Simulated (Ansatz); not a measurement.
# Al7Cu: the cost of one run

Method: DFT PBE, scalar-relativistic, plane waves, PAW, in Ansatz 0.2.0.

### 1 The starting structure

It takes space group Fm-3m (No. 225, cubic). Conventional cell: a = 7.960 Å, b = 7.960 Å, c = 7.960 Å, α = 90.00°, β = 90.00°, γ = 90.00°. Al (site symmetry mmm) is surrounded by 10 Al at 2.81 Å and 2 Cu at 2.81 Å. Al (site symmetry m-3m) is surrounded by 12 Al at 2.81 Å. Around Cu (site symmetry m-3m) lie 12 Al at 2.81 Å.

As a file:

```
Al Cu
1.0
     0.00000    3.97976    3.97976
     3.97976    0.00000    3.97976
     3.97976    3.97976    0.00000
Al Cu
7 1
Direct
  0.50000 0.00000 0.00000
  0.00000 0.50000 0.50000
  0.00000 0.50000 0.00000
  0.50000 0.00000 0.50000
  0.00000 0.00000 0.50000
  0.50000 0.50000 0.00000
  0.00000 0.00000 0.00000
  0.50000 0.50000 0.50000
```

The cell was relaxed beforehand at this level, from a generated guess; it is a trial structure. At a tolerance of 0.05 Å it has space group Fm-3m (No. 225); it has 15.76 Å³/atom, an uncorrected energy of -0.01 eV/atom over the elements and, on its mesh, gap none (metal).

### 2 Volume × 0.97

Contents of input.yaml:

```yaml
crystal:
  lattice:
    - [0.0, 3.9395611794, 3.9395611794]
    - [3.9395611794, 0.0, 3.9395611794]
    - [3.9395611794, 3.9395611794, 0.0]
  atoms:
    - { symbol: Al, position: [0.5, 0.0, 0.0] }
    - { symbol: Al, position: [0.0, 0.5, 0.5] }
    - { symbol: Al, position: [0.0, 0.5, 0.0] }
    - { symbol: Al, position: [0.5, 0.0, 0.5] }
    - { symbol: Al, position: [0.0, 0.0, 0.5] }
    - { symbol: Al, position: [0.5, 0.5, 0.0] }
    - { symbol: Al, position: [0.0, 0.0, 0.0] }
    - { symbol: Cu, position: [0.5, 0.5, 0.5] }
basis:
  ecutwfc: 420
kpoints:
  mp_grid: { grid: [8, 8, 8] }
hamiltonian:
  xc: pbe
scf:
  occupations: { method: gaussian, width: 0.1 }
output:
  forces: true
  stress: true
  eigenvalues: true
  write_density: true
  write_potential: true
  elf: true
  volumetric_format: npy
```

Run with:

```console
$ ansatz run input.yaml --threads 1 --pin off --max-ram 2048MiB --backend cpu --events-out ev --progress --plain --runs-dir out
```

What time and memory should one allow on 1 thread of Intel Xeon Platinum 8275CL at 3.00GHz (Skylake/Cascade Lake), shared host?

About 5.9 s, with a peak of 0.46 GiB.
